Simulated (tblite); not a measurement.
# GeH6O3Ti: the cost of one run

Computed with tblite 0.8.0 and PySCF 2.14.0; each step states its level. No surroundings beyond the atoms listed, unless a continuum is named. Atoms count from 0, parts from 1.

### 1 Starting point

11 atoms, charge 0, multiplicity 1; geometry: distance geometry start.

### 2 Relaxing the cluster with GFN2-xTB

What the job is given:

```
{"job": {"kind": "relax", "xc": "GFN2-xTB", "basis": "xTB"}, "charge": 0, "multiplicity": 1}
O      1.000301    -0.600794     0.511128
Ti     0.856469     0.724005    -0.912956
O      0.643315     2.491209    -0.150979
O      2.485616     0.682559    -1.990431
Ge    -1.353939     0.101017    -2.519266
H      0.477169    -0.594785     1.334066
H      1.355379     3.072414     0.146742
H      2.884361     1.462859    -2.394212
H     -1.435482     1.058344    -3.668949
H     -2.590998     0.217334    -1.691335
H     -1.229248    -1.328244    -3.014195
```

Level: GFN2-xTB geometry optimisation, gas phase.

Launch:

```bash
$ OMP_NUM_THREADS=1 python cluster_run.py task.json out
```

This one command runs all jobs of the session in turn.

Q: Estimate the wall time of this first job on 1 thread of Arm Neoverse N1, shared host.

About 1.1 s.
